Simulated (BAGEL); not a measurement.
**C3H9B (trimethylborane) at HF/6-31G(d) (density fitting with cc-pvqz-jkfit, spherical functions)**

What is the energy change on altering one bond length of C3H9B (trimethylborane) at HF/6-31G* (density fitting with cc-pvqz-jkfit, spherical functions)? 

The results are computed with BAGEL 1.2.2.

3 further runs of the same task are left out: 3 set aside as unsound or not needed.

### Step 1. The structure to begin with

C3H9B: 13 atoms, total charge 0, spin state singlet. SMILES: `CB(C)C`. The coordinates come from a PBE0-D4/def2-TZVP relaxation.

Bond lengths: C1–B2 1.569 Å, B2–C3 1.568 Å, B2–C4 1.568 Å, C1–H5 1.092 Å, C1–H6 1.095 Å, C1–H7 1.099 Å, C3–H8 1.094 Å, C3–H9 1.092 Å, C3–H10 1.101 Å, C4–H11 1.094 Å, C4–H12 1.100 Å, C4–H13 1.092 Å. Some angles: C1–B2–C3 119.6°, C1–B2–C4 120.3°, C3–B2–C4 120.1°, B2–C1–H5 115.4°, B2–C1–H6 111.8°, B2–C1–H7 107.7°, B2–C3–H8 113.1°, B2–C3–H9 115.1°, B2–C3–H10 106.4°, B2–C4–H11 112.6°.

### Step 2. A single-point energy at HF/6-31G(d) (density fitting with cc-pvqz-jkfit, spherical functions)

calc.json

```json
{ "bagel" : [

{
  "title" : "molecule",
  "basis" : "6-31gs.json",
  "df_basis" : "cc-pvqz-jkfit",
  "angstrom" : true,
  "geometry" : [
    { "atom" : "C", "xyz" : [   -0.854410,    1.203250,   -0.526250 ] },
    { "atom" : "B", "xyz" : [    0.009670,   -0.001820,   -0.012960 ] },
    { "atom" : "C", "xyz" : [    1.025940,    0.218020,    1.160910 ] },
    { "atom" : "C", "xyz" : [   -0.157970,   -1.424520,   -0.651290 ] },
    { "atom" : "H", "xyz" : [   -1.389200,    1.030580,   -1.462480 ] },
    { "atom" : "H", "xyz" : [   -0.260570,    2.119020,   -0.618160 ] },
    { "atom" : "H", "xyz" : [   -1.603200,    1.429680,    0.246020 ] },
    { "atom" : "H", "xyz" : [    1.086650,   -0.636310,    1.841660 ] },
    { "atom" : "H", "xyz" : [    0.876090,    1.133000,    1.738570 ] },
    { "atom" : "H", "xyz" : [    2.022550,    0.291940,    0.699870 ] },
    { "atom" : "H", "xyz" : [   -0.238440,   -1.389520,   -1.742070 ] },
    { "atom" : "H", "xyz" : [   -1.123710,   -1.821720,   -0.305050 ] },
    { "atom" : "H", "xyz" : [    0.606590,   -2.151600,   -0.368790 ] }
  ]
},
{ "title" : "hf", "charge" : 0 },
{ "title" : "print", "file" : "orbitals.molden", "orbitals" : true }

]}
```

The basis set 6-31G* is read from a file made from the Basis Set Exchange's data (not shown).

On the command line:

```sh
$ BAGEL_NUM_THREADS=1 BAGEL calc.json > calc.out
```

Log:

```text
* using 1 threads per process

  ===============================================================
  ===============================================================

  *** Geometry ***

  { "atom" : "C", "xyz" : [     -1.614601,      2.273813,     -0.994468 ] },
  { "atom" : "B", "xyz" : [      0.018274,     -0.003439,     -0.024491 ] },
  { "atom" : "C", "xyz" : [      1.938746,      0.411998,      2.193802 ] },
  { "atom" : "C", "xyz" : [     -0.298520,     -2.691953,     -1.230760 ] },
  { "atom" : "H", "xyz" : [     -2.625208,      1.947514,     -2.763687 ] },
  { "atom" : "H", "xyz" : [     -0.492406,      4.004367,     -1.168153 ] },
  { "atom" : "H", "xyz" : [     -3.029609,      2.701704,      0.464910 ] },
  { "atom" : "H", "xyz" : [      2.053471,     -1.202452,      3.480233 ] },
  { "atom" : "H", "xyz" : [      1.655570,      2.141060,      3.285421 ] },
  { "atom" : "H", "xyz" : [      3.822066,      0.551687,      1.322563 ] },
  { "atom" : "H", "xyz" : [     -0.450586,     -2.625812,     -3.292035 ] },
  { "atom" : "H", "xyz" : [     -2.123504,     -3.442552,     -0.576461 ] },
  { "atom" : "H", "xyz" : [      1.146289,     -4.065935,     -0.696912 ] },

  Number of auxiliary basis functions:      883

  Since a DF basis is specified, we compute 2- and 3-index integrals:
    o Being stored without compression. Storage requirement is 0.039 GB

  Number of basis functions:       74
  Number of electrons      :       32

    * METHOD: MOLECULE                             0.75

  *** RHF ***

  === Nuclear Repulsion ===
   112.8074522869

      * DIIS with orbital gradients will be used.

  === RHF iteration (6-31gs.json) ===
      0       -143.38726367          0.01790698           0.09
      1       -143.52136610          0.00612966           0.08
      2       -143.53890981          0.00160869           0.08
      3       -143.54026763          0.00012737           0.08
      4       -143.54028156          0.00002549           0.08
      5       -143.54028195          0.00000620           0.08
      6       -143.54028198          0.00000203           0.08
      7       -143.54028198          0.00000057           0.08
      8       -143.54028198          0.00000012           0.08
      9       -143.54028198          0.00000004           0.08
     10       -143.54028198          0.00000001           0.08
     11       -143.54028198          0.00000000           0.08
    * SCF iteration converged.

    * Permanent dipole moment:
           (    0.008046,    -0.002814,    -0.010746) a.u.

    * METHOD: HF                                   1.22

    * METHOD: PRINT                                0.01

  ===============================================================
```

Wall time 2.1 s (1 thread of Arm Neoverse V2, shared host); peak memory 0.15 GiB.

### Step 3. The distorted shape

calc.json

```json
{ "bagel": [

{
  "title": "molecule",
  "basis": "6-31gs.json",
  "df_basis": "cc-pvqz-jkfit",
  "angstrom": "true",
  "geometry": [
    { "atom": "C", "xyz": [      -0.757844,       1.161249,       0.782717 ] },
    { "atom": "B", "xyz": [       0.106236,      -0.043821,       1.296007 ] },
    { "atom": "C", "xyz": [       1.122506,       0.176019,       2.469877 ] },
    { "atom": "C", "xyz": [      -0.061404,      -1.466521,       0.657677 ] },
    { "atom": "H", "xyz": [      -1.292634,       0.988579,      -0.153513 ] },
    { "atom": "H", "xyz": [      -0.164004,       2.077019,       0.690807 ] },
    { "atom": "H", "xyz": [      -1.506634,       1.387679,       1.554987 ] },
    { "atom": "H", "xyz": [       1.183216,      -0.678311,       3.150627 ] },
    { "atom": "H", "xyz": [       0.972656,       1.090999,       3.047537 ] },
    { "atom": "H", "xyz": [       2.119116,       0.249939,       2.008837 ] },
    { "atom": "H", "xyz": [      -0.238440,      -1.389520,      -1.742070 ] },
    { "atom": "H", "xyz": [      -1.027144,      -1.863721,       1.003917 ] },
    { "atom": "H", "xyz": [       0.703156,      -2.193601,       0.940177 ] }
  ]
},

{ "title": "hf" },

{ "title": "print", "file": "orbitals.molden", "orbitals": "true" }

]}
```

The basis set 6-31G* is read from a file made from the Basis Set Exchange's data (not shown).

On the command line:

```sh
$ BAGEL_NUM_THREADS=1 BAGEL calc.json > calc.out
```

Log:

```text
* using 1 threads per process

  ===============================================================
  ===============================================================

  *** Geometry ***

  { "atom" : "C", "xyz" : [     -1.432118,      2.194443,      1.479121 ] },
  { "atom" : "B", "xyz" : [      0.200757,     -0.082810,      2.449098 ] },
  { "atom" : "C", "xyz" : [      2.121229,      0.332628,      4.667391 ] },
  { "atom" : "C", "xyz" : [     -0.116037,     -2.771323,      1.242829 ] },
  { "atom" : "H", "xyz" : [     -2.442724,      1.868144,     -0.290098 ] },
  { "atom" : "H", "xyz" : [     -0.309923,      3.924997,      1.305436 ] },
  { "atom" : "H", "xyz" : [     -2.847126,      2.622333,      2.938500 ] },
  { "atom" : "H", "xyz" : [      2.235954,     -1.281822,      5.953822 ] },
  { "atom" : "H", "xyz" : [      1.838053,      2.061689,      5.759010 ] },
  { "atom" : "H", "xyz" : [      4.004549,      0.472316,      3.796152 ] },
  { "atom" : "H", "xyz" : [     -0.450586,     -2.625812,     -3.292035 ] },
  { "atom" : "H", "xyz" : [     -1.941021,     -3.521922,      1.897128 ] },
  { "atom" : "H", "xyz" : [      1.328772,     -4.145305,      1.776677 ] },

  Number of auxiliary basis functions:      883

  Since a DF basis is specified, we compute 2- and 3-index integrals:
    o Being stored without compression. Storage requirement is 0.039 GB

  Number of basis functions:       74
  Number of electrons      :       32

    * METHOD: MOLECULE                             0.75

  *** RHF ***

  === Nuclear Repulsion ===
   110.0132896538

      * DIIS with orbital gradients will be used.

  === RHF iteration (6-31gs.json) ===
      0       -143.11103500          0.01987475           0.09
      1       -143.26511648          0.01176605           0.08
      2       -143.33101128          0.00248865           0.08
      3       -143.33503093          0.00087431           0.08
      4       -143.33543698          0.00014737           0.08
      5       -143.33546560          0.00004289           0.08
      6       -143.33546717          0.00001087           0.08
      7       -143.33546729          0.00000498           0.08
      8       -143.33546732          0.00000205           0.08
      9       -143.33546732          0.00000072           0.08
     10       -143.33546732          0.00000023           0.08
     11       -143.33546732          0.00000008           0.08
     12       -143.33546732          0.00000003           0.08
     13       -143.33546732          0.00000001           0.08
     14       -143.33546732          0.00000000           0.08
    * SCF iteration converged.

    * Permanent dipole moment:
           (   -0.084986,    -0.040442,    -0.988024) a.u.

    * METHOD: HF                                   1.47

    * METHOD: PRINT                                0.01

  ===============================================================
```

Run time: 2.4 s. Hardware: 1 thread of Arm Neoverse V2, shared host; peak memory 0.15 GiB.

### Step 4. What came out

Level: HF/6-31G* (density fitting with cc-pvqz-jkfit, spherical functions).

| quantity | value |
| --- | --- |
| first shape: total energy | -143.54028 Eh |
| first shape: dipole moment | 0.03 D |
| first shape: HOMO energy | -11.84 eV |
| first shape: LUMO energy | 4.11 eV |
| first shape: HOMO–LUMO gap | 15.96 eV |
| distorted shape: total energy | -143.33547 Eh |
| distorted shape: dipole moment | 2.52 D |
| distorted shape: HOMO energy | -8.63 eV |
| distorted shape: LUMO energy | 0.61 eV |
| distorted shape: HOMO–LUMO gap | 9.24 eV |
| energy change with the C4–H11 bond stretched from 1.094 to 2.408 Å | 5.573 eV |

One bond (distorted shape) is far stretched, which a spin-restricted single reference describes badly; a broken-symmetry solution may lie lower. With the C4–H11 bond stretched from 1.094 to 2.408 Å the energy rises by 5.57 eV (129 kcal/mol). The first shape isn't relaxed at this level, so the change isn't measured from a minimum. A restricted reference can't describe the breaking bond well at this length.
